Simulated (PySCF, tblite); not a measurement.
# C7H12F2: geometry, infrared bands and NMR shifts

Aim: predict the infrared bands and NMR shifts of C7H12F2 (`CC[C@@H](C)[C@@H]1[C@H](F)[C@@H]1F`).

Computed with tblite 0.8.0 and PySCF 2.14.0, with density-fitted response routines of our own, on a single molecule in the gas phase. Atoms are numbered from 0 throughout.

**1. The starting structure**

21 atoms, charge 0, multiplicity 1; geometry from: force field or distance geometry start.

Bonds of the start (Å): C0–C1 1.52, C1–C2 1.52, C2–C3 1.53, C2–C4 1.52, C4–C5 1.51, C5–F6 1.38, C5–C7 1.50, C7–F8 1.38, C7–C4 1.51, C0–H9 1.09, C0–H10 1.10, C0–H11 1.09, C1–H12 1.12, C1–H13 1.10, C2–H14 1.10, C3–H15 1.08, C3–H16 1.11, C3–H17 1.09, C4–H18 1.08, C5–H19 1.07, C7–H20 1.08.

**2. Geometry optimisation with GFN2-xTB**

The job: settings as JSON, then the geometry in Å.

```
{"job": {"kind": "relax", "xc": "GFN2-xTB", "basis": "xTB"}, "charge": 0, "multiplicity": 1}
C      1.820700     1.119200     0.912700
C      1.479200    -0.316400     0.546800
C      0.285500    -0.463000    -0.386200
C      0.148600    -1.911500    -0.849300
C     -1.006000    -0.024100     0.285100
C     -2.225500     0.287100    -0.557100
F     -2.103300     0.205700    -1.933600
C     -1.495700     1.396500     0.147300
F     -0.755300     2.268400    -0.622800
H      1.961200     1.724100     0.017600
H      1.012700     1.577300     1.506300
H      2.727300     1.158400     1.509100
H      1.303300    -0.882800     1.491600
H      2.372600    -0.762100     0.076800
H      0.457200     0.158800    -1.281800
H     -0.687500    -2.041500    -1.527200
H     -0.031400    -2.580400     0.014500
H      1.060100    -2.258600    -1.346400
H     -1.175900    -0.522700     1.228200
H     -3.196100    -0.015000    -0.218900
H     -1.960600     1.899400     0.986600
```

On the command line:

```
$ OMP_NUM_THREADS=1 python probes_run.py task.json out
```

The driver reads the jobs from task.json and runs them one after another.

**Question.** This job is followed by: GFN2-xTB harmonic vibrations, gas phase; GIAO PBE0/pcSseg-1 NMR shielding, non-relativistic, gas phase. What will the session give for the following? strongest single infrared mode (GFN2-xTB); zero-point energy (GFN2-xTB); ¹³C shifts against TMS (PBE0/pcSseg-1); ¹H shifts against TMS (PBE0/pcSseg-1, means over atoms taken as alike); ¹⁹F shifts against CFCl3 (PBE0/pcSseg-1).

**Answer**, as computed:

```
                                                              quantity                                               value
                             strongest single infrared mode (GFN2-xTB)                                3044 cm⁻¹, 92 km/mol
                                          zero-point energy (GFN2-xTB)                                      110.7 kcal/mol
                                ¹³C shifts against TMS (PBE0/pcSseg-1)        73.2, 72.8, 35.9, 31.3, 28.5, 23.9, 15.3 ppm
¹H shifts against TMS (PBE0/pcSseg-1, means over atoms taken as alike)  4.36, 4.32, 1.91, 1.63, 1.23, 1.19, 1.13, 0.25 ppm
                              ¹⁹F shifts against CFCl3 (PBE0/pcSseg-1)                                  -264.3, -277.4 ppm
```

Relaxing lowered the energy by 0.068 eV in 55 steps; the close pair that moved most is C5–F6, from 1.384 to 1.359 Å. All 57 modes are real, so the xTB geometry is a minimum. Unscaled tight-binding wavenumbers are off by several per cent, some by more. Its intensities can rank the bands wrongly.
